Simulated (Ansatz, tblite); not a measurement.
# Ba2TeS with GFN2-xTB from a Python script

These are simulated results from tblite 0.8.0, not measurements. The cell was built from a prototype and was relaxed with r2SCAN in plane waves (Ansatz 0.2.0). It may be hypothetical. All runs are without spin polarisation.

It is tetragonal, P4/mmm (No. 123); conventional cell a = 4.793 Å, c = 6.784 Å, 38.96 Å³ an atom. S has 6 Ba at 3.39 Å; Ba has 4 Te at 3.39 Å and 2 S at 3.39 Å; Te has 6 Ba at 3.39 Å; Ba has 4 S at 3.39 Å and 2 Te at 3.39 Å.

tblite solves periodic systems at the zone centre alone, so the script builds a cluster of 2×2×2 conventional cells (32 atoms), which folds in a coarse mesh of k points.

Input script:

```python
import json
from ase import Atoms
from ase.build import make_supercell
from ase.units import Bohr, GPa, Hartree
from tblite.interface import Calculator

atoms = Atoms(['S', 'Ba', 'Te', 'Ba'],
              cell=[[4.792676, -0.0, 0.0], [-0.0, 4.792676, 0.0], [0.0, 0.0, 6.78397]],
              scaled_positions=[[-0.0, 0.0, 0.0], [-0.0, -0.0, 0.5], [0.5, 0.5, 0.5], [0.5, 0.5, 0.0]],
              pbc=True)
cluster = make_supercell(atoms, [[2, 0, 0], [0, 2, 0], [0, 0, 2]])
calc = Calculator('GFN2-xTB', cluster.numbers, cluster.positions / Bohr, lattice=cluster.cell[:] / Bohr, periodic=cluster.pbc)
calc.set('temperature', 0.02 / Hartree)
calc.set('max-iter', 150)
res = calc.singlepoint()
levels = res.get('orbital-energies') * Hartree
nv = round(res.get('orbital-occupations').sum() / 2)
cells = len(cluster) // len(atoms)
out = {'energy_per_cell': res.get('energy') * Hartree / cells, 'homo': levels[nv - 1], 'lumo': levels[nv],
       'stress': (-res.get('virial') * Hartree / cluster.get_volume() / GPa).tolist(), 'charges': res.get('charges')[:len(atoms)].tolist(), 'electrons': 2 * nv / cells}
json.dump(out, open('results.json', 'w'))
for key, value in out.items():
    print(key, value)
```

Command: `python run.py`. It took 6.2 s on 1 thread of Arm Neoverse N1, with other jobs on the host, peak memory 0.1 GiB.

Output:

```
------------------------------------------------------------
  cycle        total energy    energy error   density error
------------------------------------------------------------
      1     -48.67862687972  -4.8727141E+01   5.4022337E-01
      2      1.563540336018   5.0242167E+01   1.9254680E+00
      3     -49.05194604521  -5.0615486E+01   1.0233329E+00
      4     -15.19788110754   3.3854065E+01   1.8076510E+00
      5     -9.599005412228   5.5988757E+00   1.4765475E+00
      6     -56.77034595673  -4.7171341E+01   9.8688043E-01
      7     -57.86360295302  -1.0932570E+00   7.4887746E-01
      8     -59.02988484510  -1.1662819E+00   4.4920313E-01
      9     -58.75528529134   2.7459955E-01   3.5941562E-01
     10     -59.07852435362  -3.2323906E-01   2.8030744E-01
     11     -59.13784121115  -5.9316858E-02   2.4859705E-01
     12     -59.14368267781  -5.8414667E-03   2.4658175E-01
     13     -59.14006033118   3.6223466E-03   2.5466934E-01
     14     -59.20376117727  -6.3700846E-02   7.6905389E-02
     15     -59.26413582869  -6.0374651E-02   6.7832559E-02
     16     -59.17781258690   8.6323242E-02   7.3221181E-02
     17     -59.19863691705  -2.0824330E-02   5.6234857E-02
     18     -59.22608519767  -2.7448281E-02   4.5110599E-02
     19     -59.24366280070  -1.7577603E-02   3.4814685E-02
     20     -59.24175480551   1.9079952E-03   3.3582096E-02
     21     -59.24444535060  -2.6905451E-03   3.0577109E-02
     22     -59.27359739079  -2.9152040E-02   1.2304737E-02
     23     -59.24884629955   2.4751091E-02   2.5552772E-02
     24     -59.24398653502   4.8597645E-03   2.7276445E-02
     25     -59.24450302948  -5.1649445E-04   2.6975296E-02
     26     -59.24831871123  -3.8156818E-03   2.5350211E-02
     27     -59.25330419191  -4.9854807E-03   2.3004364E-02
     28     -59.25406626373  -7.6207181E-04   2.2551252E-02
     29     -59.25654813679  -2.4818731E-03   2.1293793E-02
     30     -59.27257102574  -1.6022889E-02   8.9839101E-03
     31     -59.27415262557  -1.5815998E-03   6.3517994E-03
     32     -59.27338146207   7.7116349E-04   7.4707363E-03
     33     -59.27481105925  -1.4295972E-03   4.7797832E-03
     34     -59.27504240377  -2.3134453E-04   3.9093207E-03
     35     -59.27536892788  -3.2652411E-04   2.0304986E-03
     36     -59.27539096627  -2.2038383E-05   1.9189809E-03
     37     -59.27539025697   7.0929474E-07   1.8876151E-03
     38     -59.27523828092   1.5197605E-04   2.6259408E-03
     39     -59.27526529104  -2.7010121E-05   2.5706961E-03
     40     -59.27528988067  -2.4589632E-05   2.5028535E-03
     41     -59.27529981331  -9.9326312E-06   2.4702943E-03
     42     -59.27526693382   3.2879481E-05   2.6299496E-03
     43     -59.27526729829  -3.6446109E-07   2.6476178E-03
     44     -59.27527774612  -1.0447838E-05   2.6083119E-03
     45     -59.27528914162  -1.1395500E-05   2.5565768E-03
     46     -59.27533903525  -4.9893624E-05   2.2569225E-03
     47     -59.27533910008  -6.4830992E-08   2.2360912E-03
     48     -59.27539116104  -5.2060962E-05   1.9270581E-03
     49     -59.27546063378  -6.9472735E-05   1.2562526E-03
     50     -59.27546228823  -1.6544524E-06   1.2450367E-03
     51     -59.27549124474  -2.8956509E-05   8.5497899E-04
     52     -59.27549492191  -3.6771712E-06   7.4575122E-04
     53     -59.27549952575  -4.6038379E-06   6.7085795E-04
     54     -59.27550566295  -6.1372023E-06   5.2061824E-04
     55     -59.27550988362  -4.2206769E-06   3.6012592E-04
     56     -59.27551171011  -1.8264827E-06   2.6152809E-04
     57     -59.27551166445   4.5657416E-08   2.5973201E-04
     58     -59.27551206465  -4.0019830E-07   2.4543888E-04
     59     -59.27551243591  -3.7126266E-07   2.3490880E-04
     60     -59.27551244847  -1.2559482E-08   2.3365716E-04
     61     -59.27551244550   2.9672620E-09   2.3413066E-04
     62     -59.27551215423   2.9127804E-07   2.3976631E-04
     63     -59.27551256624  -4.1201586E-07   2.1379718E-04
     64     -59.27551264390  -7.7659031E-08   2.0930824E-04
     65     -59.27551269288  -4.8981271E-08   2.0516751E-04
     66     -59.27551286541  -1.7252852E-07   1.8859802E-04
     67     -59.27551265366   2.1174755E-07   1.9179650E-04
     68     -59.27551264908   4.5843649E-09   1.8767070E-04
     69     -59.27551250131   1.4776809E-07   1.9714856E-04
     70     -59.27551210679   3.9451574E-07   2.0342084E-04
     71     -59.27551178865   3.1813946E-07   2.1077369E-04
     72     -59.27551162469   1.6396584E-07   2.1206641E-04
     73     -59.27551146859   1.5609601E-07   2.2057833E-04
     74     -59.27551104262   4.2597446E-07   2.3489794E-04
     75     -59.27551120992  -1.6730324E-07   2.2576128E-04
     76     -59.27551099610   2.1382017E-07   2.3644878E-04
     77     -59.27551106794  -7.1839381E-08   2.3190409E-04
     78     -59.27551173469  -6.6674625E-07   1.9550885E-04
     79     -59.27551220538  -4.7069292E-07   1.6570486E-04
     80     -59.27551289852  -6.9313987E-07   1.0679843E-04
     81     -59.27551332567  -4.2714645E-07   3.2976829E-05
     82     -59.27551333836  -1.2694613E-08   2.8877713E-05
     83     -59.27551327069   6.7667514E-08   4.3807963E-05
     84     -59.27551324681   2.3886400E-08   4.8696755E-05
     85     -59.27551314151   1.0529462E-07   6.8467893E-05
     86     -59.27551312364   1.7873383E-08   7.1093088E-05
     87     -59.27551319822  -7.4583603E-08   5.8304806E-05
     88     -59.27551321450  -1.6280794E-08   5.5192031E-05
     89     -59.27551323415  -1.9651026E-08   5.1799210E-05
     90     -59.27551324280  -8.6416989E-09   4.9875557E-05
     91     -59.27551323738   5.4143285E-09   5.1255910E-05
     92     -59.27551327651  -3.9123456E-08   4.1967148E-05
     93     -59.27551331864  -4.2138019E-08   2.8298699E-05
     94     -59.27551331155   7.0980377E-09   3.0729957E-05
     95     -59.27551330717   4.3765525E-09   3.2409821E-05
     96     -59.27551330269   4.4754955E-09   3.3768426E-05
     97     -59.27551320591   9.6781513E-08   5.8104733E-05
     98     -59.27551324340  -3.7493066E-08   5.0734734E-05
     99     -59.27551323026   1.3143591E-08   5.3668075E-05
    100     -59.27551323443  -4.1641570E-09   5.2440763E-05
    101     -59.27551323756  -3.1342609E-09   5.1776501E-05
    102     -59.27551325740  -1.9838531E-08   4.6640620E-05
    103     -59.27551325907  -1.6740813E-09   4.6250833E-05
    104     -59.27551325987  -8.0071771E-10   4.6175422E-05
    105     -59.27551325974   1.3558576E-10   4.6202569E-05
    106     -59.27551325399   5.7470615E-09   4.7598213E-05
    107     -59.27551327965  -2.5663034E-08   4.1673322E-05
    108     -59.27551334014  -6.0489135E-08   1.9341230E-05
------------------------------------------------------------

 total:                                   5.332 sec
energy_per_cell -201.62110941139363
homo -9.453851201824103
lumo -9.453850206791648
stress [[0.9133355811416618, -1.5154819499509158e-06, -3.098948556171869e-06], [-1.5154819499742715e-06, 0.9133355812475755, -3.0989592391809092e-06], [-3.0989485562027132e-06, -3.0989592391931167e-06, -0.9108941579915639]]
charges [-0.8199021172217059, 0.43509680972655895, -0.1060847779744821, 0.49107160699292185]
electrons 16.0
```

The cycle table is in hartree for the whole cluster, and the lines after it are in eV (the energy for one cell). The printed stress is in GPa and positive in compression, and the pressure is its mean diagonal.

GFN2-xTB gives no gap at the points read. On the same cell, plane-wave PBE (Ansatz, 6×6×4 k points and the special points) gives a gap of 1.79 eV and r2SCAN a gap of 2.14 eV; on shared hosts these took about 17 and 41 core-seconds on the 4-atom cell, against 6.2 for the script. Spin-orbit coupling, left out in all these runs, can cut or reorder the gap by tenths of an eV, up to about 1 eV with Pb or Bi. This method closes a gap that PBE finds, a failure in kind.

The same script was run on cells scaled at fixed shape and fractional coordinates:

```
volume (Å³/atom)  energy (meV/atom)  pressure (GPa, positive in compression)  gap (eV)
           34.28               28.2                                     1.97      0.00
           36.62                8.2                                     0.89      0.00
           38.96                0.0                                     0.31      0.00
           41.29              -36.2                                    -0.18      0.02
           43.63              -28.7                                    -0.79      0.03
```

The pressure crosses zero near 40.4 Å³/atom, but the curve is too rough for a fit. Between some volumes the energy jumps against the pressure, likely to another self-consistent state.

xTB was fitted mostly to molecules, and a small cluster samples few k points, so gaps, pressures and kinks along a curve can be far from a solid's.

Spin-orbit coupling is left out, which matters wherever the heavy atoms make up the band edges.
